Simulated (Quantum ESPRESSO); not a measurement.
NbTe under changes of volume

One of the cells (21.934 Å³/atom); the others are scaled copies at fixed shape and fractional positions:

```
Te Nb
1.0
     3.70297    0.00000    0.00000
    -1.85149    3.20687    0.00000
     0.00000    0.00000    3.69421
Te Nb
1 1
Direct
  0.66667 0.33333 0.00000
  0.00000 0.00000 0.50000
```

The cell comes from a database or a generator and needn't be the stable form of this composition.

| Item | Value |
| --- | --- |
| Program | Quantum ESPRESSO 7.5 |
| Functional | PBEsol |
| Potentials or basis | GBRV 1.5 PBEsol |
| Cutoff | 612 eV |
| Density cutoff | 4898 eV |
| k mesh | 8 × 8 × 7 |
| Occupations | fermi-dirac, width 0.05 eV |
| Spin | no spin polarisation |

| volume (Å³/atom) | energy over the lowest point (meV/atom) | pressure (GPa) |
| --- | --- | --- |
| 20.618 | ? | ? |
| 21.057 | 0.00 | 0.5 |
| 21.496 | 2.27 | -2.3 |
| 21.934 | 11.67 | -4.7 |
| 22.373 | 27.43 | -6.9 |
| 22.812 | 48.78 | -8.8 |
| 23.250 | 75.15 | -10.6 |

Task: What does the run at 20.618 Å³/atom give?

Result: Energy over the lowest point 5.74 meV/atom; pressure 3.6 GPa.

Worked out: A Birch-Murnaghan fit of order 3 (a polynomial in V^(-2/3)) to the other rows has its minimum at 21.14 Å³/atom with B0 = V·E''(V) = 138 GPa and B' = 4.6 at fixed shape and positions, which overstates the stiffness. It gives 5.73 meV/atom at 20.618 Å³/atom, against the run's 5.74, and -dE/dV = 3.7 GPa, against 3.6.

Energies are extrapolated to zero smearing.
